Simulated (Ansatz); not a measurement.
**AlBrH2S: up Jacob's ladder to CCSD(T)**

One table from this session's results is given with a row withheld; the runs are named, their logs left out.

Computed with Ansatz 0.2.0, Gaussian basis. Level: functionals in def2-TZVPP, the program's frozen cores in correlated methods.

Levels to be run: LDA (SPW92), PBE-D4, revPBE-D4, BLYP-D4, r2SCAN-D4, B97M-V, PBE0-D4, B3LYP-D4, r2SCANh-D4, r2SCAN0-D4, HSE06-D4, BHLYP-D4, CAM-B3LYP-D4, LC-ωPBE, ωB97X-V, ωB97M-V, B2PLYP, PBE-QIDH; CCSD(T)/def2-SVP; CCSD(T)/def2-TZVPP; MP2/def2-QZVPP; extrapolation to the limit; RPA on PBE.

## The relaxed structure

An earlier PBE0-D4 in a triple-zeta def2 set relaxation fixed the geometry.

SMILES `[SH][AlH][Br]`, 5 atoms, charge 0, spin multiplicity 1.

Atoms are counted from 1 here; the program's logs count them from 0.

Bond lengths: S1–Al2 2.170 Å, S1–H4 1.345 Å, Al2–Br3 2.253 Å, Al2–H5 1.569 Å. Angles: Al2–S1–H4 93.1°, S1–Al2–Br3 118.8°, S1–Al2–H5 120.6°, Br3–Al2–H5 120.6°.

The first run:

Input file in.yaml:

```yaml
crystal:
  periodic: [false, false, false]
  atoms:
    - {symbol: S, position_ang: [-1.672807, -0.006471, 0.297404]}
    - {symbol: Al, position_ang: [0.491588, 0.125630, 0.390945]}
    - {symbol: Br, position_ang: [1.687782, -0.358513, -1.456138]}
    - {symbol: H, position_ang: [-1.666657, -0.383163, -0.993549]}
    - {symbol: H, position_ang: [1.209995, 0.548816, 1.719937]}
basis:
  gaussian: {orbitals: def2-TZVPP}
hamiltonian: {xc: lda}
output: {orbitals: {seedname: orbitals}}
```

Steps of the session up to this table: LDA; PBE-D4 (GGA); revPBE-D4 (GGA); BLYP-D4 (GGA); r2SCAN-D4 (meta-GGA); B97M-V (meta-GGA); PBE0-D4 (hybrid); B3LYP-D4 (hybrid); r2SCANh-D4 (hybrid); r2SCAN0-D4 (hybrid); HSE06-D4 (hybrid); BHLYP-D4 (hybrid); CAM-B3LYP-D4 (range-separated); LC-ωPBE-D4 (range-separated; the results give it without D4); ωB97X-V (range-separated); ωB97M-V (range-separated); B2PLYP (double hybrid); PBE-QIDH (double hybrid).

One table of the session follows, with a row left open; its other results are not shown here.

It belongs to the step «Orbital energies across the functionals». 

| functional | HOMO (eV) | LUMO (eV) | gap (eV) |
| --- | --- | --- | --- |
| LDA (SPW92) | -6.99 | -2.33 | 4.65 |
| PBE-D4 | -6.85 | -2.08 | 4.76 |
| revPBE-D4 | -6.80 | -1.98 | 4.82 |
| BLYP-D4 | -6.66 | -1.94 | 4.72 |
| r2SCAN-D4 | -7.15 | -1.79 | 5.36 |
| B97M-V | -7.20 | -1.89 | 5.31 |
| PBE0-D4 | -8.05 | -1.35 | 6.70 |
| B3LYP-D4 | -7.78 | -1.52 | 6.26 |
| r2SCANh-D4 | ? | ? | ? |
| r2SCAN0-D4 | -8.24 | -1.17 | 7.07 |
| HSE06-D4 | -7.65 | -1.72 | 5.93 |
| BHLYP-D4 | -9.07 | -0.55 | 8.53 |
| CAM-B3LYP-D4 | -9.34 | -0.39 | 8.95 |
| LC-ωPBE | -10.78 | 0.65 | 11.42 |
| ωB97X-V | -10.39 | 0.56 | 10.96 |
| ωB97M-V | -10.22 | 0.32 | 10.54 |

**Question.** Estimate the row for r2SCANh-D4.

Worked estimate for «HOMO (eV)». Against the share of exact exchange, r2SCAN-D4 (0, -7.15), r2SCAN0-D4 (0.25, -8.24) give a slope of -4.36 per unit share; at 0.1 the line stands at -7.59.

As computed: HOMO (eV): -7.58; LUMO (eV): -1.54; gap (eV): 6.05. In «HOMO (eV)» the line misses by -0.01.
